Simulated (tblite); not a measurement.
# C4H11Al2NO2: the cost of one run

Programs: tblite 0.8.0 and PySCF 2.14.0, with density-fitted response routines of our own. Each step states its level of theory. These are calculated values for one molecule, in the gas phase or a continuum, unless marked as measured. Atoms count from 0, in the outputs and in this text.

## 1. Starting geometry

20 atoms, charge 0, multiplicity 1; geometry from: force field or distance geometry start.

Bonds of the start (Å): C0–O1 1.37, O1–Al2 1.81, Al2–O3 1.83, O3–C4 1.40, O3–Al5 1.85, Al5–C6 1.98, C6–C7 1.47, C7–N8 1.16, Al5–O1 1.82, C0–H9 1.13, C0–H10 1.10, C0–H11 1.12, Al2–H12 1.59, Al2–H13 1.60, C4–H14 1.11, C4–H15 1.10, C4–H16 1.09, Al5–H17 1.59, C6–H18 1.09, C6–H19 1.12.

## 2. Geometry optimisation with GFN2-xTB

What the job is given:

```
{"job": {"kind": "relax", "xc": "GFN2-xTB", "basis": "xTB"}, "charge": 0, "multiplicity": 1}
C     -1.392000    -1.990500    -0.530600
O     -1.317600    -0.962100     0.378700
Al    -1.885800     0.675100    -0.138300
O     -0.145800     1.117100    -0.512100
C      0.257400     2.329300     0.057700
Al     0.335800    -0.247900     0.636700
C      1.880100    -1.219900    -0.126700
C      2.738800    -0.208000    -0.757300
N      3.417100     0.571300    -1.274800
H     -1.939400    -2.841400    -0.033900
H     -0.419300    -2.410200    -0.833500
H     -2.035400    -1.721600    -1.402700
H     -2.863700     0.699300    -1.397600
H     -2.431400     1.636600     1.020200
H      1.043500     2.213800     0.836000
H      0.716300     2.958600    -0.722300
H     -0.620600     2.819700     0.474500
H      0.607000     0.229400     2.131400
H      1.604500    -1.916700    -0.919200
H      2.445200    -1.721400     0.701100
```

Started as:

```console
OMP_NUM_THREADS=1 python probes_run.py task.json out
```

This one command runs all jobs of the session in turn.

**Question.** How long does this first job take on 1 thread of Intel Xeon at 2.50GHz, shared host?

About 8.4 s.
